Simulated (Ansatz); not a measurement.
# C3H8OSi: a dynamics run in two tries

Aim: a short trajectory for this system. SMILES of the start: [SiH3]CC1CO1.

Program: Ansatz 0.2.0. Level of theory: RKS B3LYP-D4/STO-3G. These are calculated values, not measurements.

### 1 The structure to begin with

Bond lengths: Si1–C2 1.900 Å, C2–C3 1.493 Å, C3–C4 1.532 Å, C3–O5 1.513 Å, C4–O5 1.472 Å, Si1–H6 1.486 Å, Si1–H7 1.386 Å, Si1–H8 1.466 Å, C2–H9 1.097 Å, C2–H10 1.123 Å, C3–H11 1.119 Å, C4–H12 1.116 Å, C4–H13 1.122 Å. Angles (14 of 25 angles, heavy atoms first): Si1–C2–C3 112.6°, C2–C3–C4 121.2°, C2–C3–O5 116.2°, C4–C3–O5 57.8°, C3–C4–O5 60.4°, C3–O5–C4 61.7°, Si1–C2–H9 105.6°, Si1–C2–H10 111.1°, C3–C2–H9 104.7°, C3–C2–H10 112.8°, C2–Si1–H6 112.8°, C2–Si1–H7 105.1°, C2–Si1–H8 111.7°, C2–C3–H11 117.8°.

Coordinates:

```xyz
13

Si   -1.0747    1.1284    1.1091
C     0.1263    0.8151   -0.3293
C     0.8725   -0.4703   -0.1838
C     0.4447   -1.7273   -0.9475
O     1.6105   -0.9569   -1.4113
H    -2.0508    2.2104    0.8193
H    -0.2652    1.3536    2.2117
H    -1.8430   -0.0740    1.4463
H    -0.5047    0.6723   -1.2155
H     0.8032    1.6962   -0.4901
H     1.3734   -0.6748    0.7961
H     0.6799   -2.7005   -0.4548
H    -0.4384   -1.8014   -1.6360
```

### 2 The run

input.yaml reads:

```yaml
crystal:
  periodic: [false, false, false]
  atoms:
    - { symbol: Si, position_ang: [-1.074654, 1.128424, 1.109073] }
    - { symbol: C, position_ang: [0.126331, 0.815121, -0.329309] }
    - { symbol: C, position_ang: [0.872538, -0.470257, -0.18381] }
    - { symbol: C, position_ang: [0.444653, -1.727308, -0.947517] }
    - { symbol: O, position_ang: [1.610458, -0.956869, -1.411271] }
    - { symbol: H, position_ang: [-2.050787, 2.210445, 0.819311] }
    - { symbol: H, position_ang: [-0.265224, 1.35356, 2.211749] }
    - { symbol: H, position_ang: [-1.843016, -0.073985, 1.446252] }
    - { symbol: H, position_ang: [-0.504651, 0.672268, -1.215495] }
    - { symbol: H, position_ang: [0.803244, 1.696204, -0.490074] }
    - { symbol: H, position_ang: [1.373373, -0.674823, 0.796095] }
    - { symbol: H, position_ang: [0.679891, -2.700468, -0.454831] }
    - { symbol: H, position_ang: [-0.438427, -1.801388, -1.636009] }
basis:
  gaussian: { orbitals: STO-3G }
hamiltonian:
  xc: b3lyp
  dispersion: d4
md:
  timestep: -0.5
  n_steps: 25
  ensemble: nve
  temperature: 500.0
  initial_velocities: maxwell_boltzmann
  seed: 609779
  masses: [{ species: H, mass: 10.0 }]
scf:
  lower_state_search: "off"
```

Run with:

```
$ ansatz run input.yaml --threads 1 --pin off --max-ram 2048MiB --backend cpu --events-out ev --progress --plain --runs-dir out
```

**Question.** What will these runs give? Wanted: first try.

The runs gave:

| quantity | value |
| --- | --- |
| first try | refused |
| cause | the time step is negative |

**Reading.** The fault in the first input was caught at the input check and cost nothing.
